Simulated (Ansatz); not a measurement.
# C₂H₇AlSi: how energies converge with the basis set

An exercise on one series of results from a longer session: the logs are not shown, and one member is left open.

Computed with Ansatz 0.2.0, Gaussian basis. Level: one geometry, several basis sets.

The runs, in order: PBE0-D4/def2-SVP; ωB97M-V/def2-SVP; PBE0-D4/def2-QZVPP; ωB97M-V/def2-QZVPP; the functionals' def2-TZVPP values are taken from earlier runs.

## Structure used throughout

An earlier PBE0-D4 in a triple-zeta def2 set relaxation fixed the geometry.

SMILES `C[CH]1[AlH][SiH2]1`, 11 atoms, charge 0, spin multiplicity 1.

Atoms are counted from 1 here; the program's logs count them from 0.

Bond lengths: C1–C2 1.514 Å, C1–H5 1.095 Å, C1–H6 1.093 Å, C1–H7 1.094 Å, C2–Al3 1.950 Å, C2–Si4 1.917 Å, C2–H8 1.113 Å, Al3–Si4 2.328 Å, Al3–H9 1.584 Å, Si4–H10 1.491 Å, Si4–H11 1.492 Å. Angles: C2–C1–H5 112.2°, C2–C1–H6 110.6°, C2–C1–H7 112.0°, H5–C1–H6 107.1°, H5–C1–H7 107.6°, H6–C1–H7 107.1°, C1–C2–Al3 139.8°, C1–C2–Si4 125.6°, C1–C2–H8 111.2°, Al3–C2–Si4 74.0°, Al3–C2–H8 94.4°, Si4–C2–H8 103.1°, C2–Al3–Si4 52.3°, C2–Al3–H9 142.8°, Si4–Al3–H9 164.9°, C2–Si4–Al3 53.6°, C2–Si4–H10 119.8°, C2–Si4–H11 110.5° and more.

The first run:

Input file in.yaml:

```yaml
crystal:
  periodic: [false, false, false]
  atoms:
    - {symbol: C, position_ang: [-0.880396, 1.268387, -0.090213]}
    - {symbol: C, position_ang: [-0.072554, 0.022589, -0.383983]}
    - {symbol: Al, position_ang: [1.782121, -0.527492, -0.630997]}
    - {symbol: Si, position_ang: [0.210900, -1.436004, 0.826789]}
    - {symbol: H, position_ang: [-1.947216, 1.051853, 0.029912]}
    - {symbol: H, position_ang: [-0.542016, 1.737067, 0.837207]}
    - {symbol: H, position_ang: [-0.782557, 2.016210, -0.883039]}
    - {symbol: H, position_ang: [-0.434700, -0.482752, -1.306910]}
    - {symbol: H, position_ang: [3.104139, -0.181327, -1.432379]}
    - {symbol: H, position_ang: [-0.732132, -2.591200, 0.829917]}
    - {symbol: H, position_ang: [0.359711, -0.934227, 2.224295]}
basis:
  gaussian: {orbitals: def2-SVP}
hamiltonian: {xc: pbe0, dispersion: d4}
output: {orbitals: {seedname: orbitals}}
```

Run with:

```sh
ansatz run in.yaml --threads 2 --pin off --events-out ev --progress --plain --max-ram 4352MiB
```

Steps of the session up to this table: PBE0-D4 in def2-SVP; ωB97M-V in def2-SVP; PBE0-D4 in def2-QZVPP; ωB97M-V in def2-QZVPP.

One of the session's tables, all rows but one given; the rest of the session is left out.

| functional | basis | HOMO (eV) | LUMO (eV) |
| --- | --- | --- | --- |
| PBE0-D4 | def2-SVP | ? | ? |
| PBE0-D4 | def2-TZVPP | -6.03 | -1.72 |
| PBE0-D4 | def2-QZVPP | -6.04 | -1.75 |
| ωB97M-V | def2-SVP | -7.95 | 0.02 |
| ωB97M-V | def2-TZVPP | -7.98 | -0.08 |
| ωB97M-V | def2-QZVPP | -7.99 | -0.21 |

Estimate the missing values for PBE0-D4, def2-SVP.

The run gave: HOMO (eV): -6.03; LUMO (eV): -1.69.
